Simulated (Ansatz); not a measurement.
# Cl2ISi, SMILES Cl[Si](Cl)I: an atomisation energy

Computed with Ansatz's Python interface.

Contents of `cl2isi.xyz`:
```text
4

Cl   -0.53700   -0.33740    1.84840
Si   -0.19310   -0.56500   -0.15750
Cl    1.82280   -0.50320   -0.30320
I    -1.03720    1.34530   -1.40800
```

Interactive session:
```pycon
>>> from collections import Counter
>>> import ansatz as az
>>> BASIS_SET = "def2-SVPD"
>>> XC = "cam_b3lyp"
>>> def single_point(molecule, charge=0, unpaired=0):
...     calc = (
...         molecule.calculation()
...         .basis(gaussian=BASIS_SET)
...         .functional(XC)
...     )
...     if charge:
...         calc = calc.charge(charge)
...     if unpaired:
...         calc = calc.spin("collinear", total=unpaired)
...     report = calc.run().report
...     if report["published_state_doubts"]:
...         print("  doubts:", report["published_state_doubts"])
...     return report["free_energy_ev"]
...
>>> mol = az.Crystal.molecule_from_extxyz("cl2isi.xyz")
>>> unpaired = {"Cl": 1, "Si": 2, "I": 1}
>>> counts = Counter(site.symbol for site in mol.cartesian_sites)
>>> atom_energy = {s: single_point(az.Crystal.molecule().atom(s, (0, 0, 0)), 0, unpaired[s]) for s in counts}

>>> whole = single_point(mol, 0, 1)
>>> for s, e in atom_energy.items():
...     print(f"{s:2s} x{counts[s]}  {e:14.5f} eV")
...
Cl x2    -12517.64061 eV
Si x1     -7871.69183 eV
I  x1     -8100.25670 eV
>>> print(f"Cl2ISi: {whole:.5f} eV")
Cl2ISi: -41017.08671 eV
>>> split = sum(counts[s] * e for s, e in atom_energy.items()) - whole
>>> print(f"atomisation energy (no zero-point term): {96.485332 * split:.1f} kJ/mol, {split / sum(counts.values()):.3f} eV an atom")
atomisation energy (no zero-point term): 951.1 kJ/mol, 2.464 eV an atom
```

951.1 kJ/mol from the electronic energies, without the zero-point term.

Total energies depend on the basis set; only differences at equal settings carry meaning. The geometry is a force-field or estimated start, not a minimum of this method, and the basis set is short of its limit. All parts are taken at fixed geometry, without zero-point energy. def2 sets replace the cores of elements past krypton by effective core potentials. The species is open-shell (spin multiplicity 2). The spin-orbit lowering of heavy atoms is left out. Finished in 13 s on 1 thread of Arm Neoverse V1, with other jobs on the host, peak memory 0.55 GiB.

(Lines on the test bed's own set-up are left out of the output.)
